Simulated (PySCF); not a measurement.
Runs of PySCF 2.14.0 on GaAsH6. The cell holds a molecule in a box, 8 atoms: a = 13.000 Å, b = 12.000 Å, c = 14.000 Å, α = 90.00°, β = 90.00°, γ = 90.00°. 

```csv
task,level,frozen core bands,conv_tol,exxdiv,grid for exchange and correlation,three-body dispersion term,gap on the mesh (eV)
MP2 correlation energy,HF,18,1e-08 Ha,ewald,-,-,14.72
excitation energies (Tamm-Dancoff),PBE0,18,1e-08 Ha,ewald,"Becke, atom-centred",-,8.00
atomic charges,TASK,-,1e-07 Ha,-,"Becke, atom-centred",-,(a)
atomic charges,PW91+D4,-,1e-07 Ha,-,"Becke, atom-centred",yes,5.82
```

Alike in all rows: potentials or basis pob-tzvp-rev2 (all-electron); no spin polarisation; cell as given; k mesh 1 × 1 × 1; smearing fixed.

**Question.** Estimate the missing entries.

**Answer.** (a) 7.14.

Caveats: this is a molecule in a periodic box at the Γ point, so its band gap is the HOMO-LUMO gap; relativity is left out, which matters for the heavier elements; the basis of atomic orbitals isn't converged, which shifts pressures, moduli and gaps; the basis is small and the box finite, so much correlation energy is missing and levels can be off by tenths of an eV (some runs); the iterative solver can pass over a root and still report convergence (some runs).

A k mesh can miss the band edges, and the runs leave out spin-orbit coupling on As, Ga.

Runs at the PBE level aren't shown here.
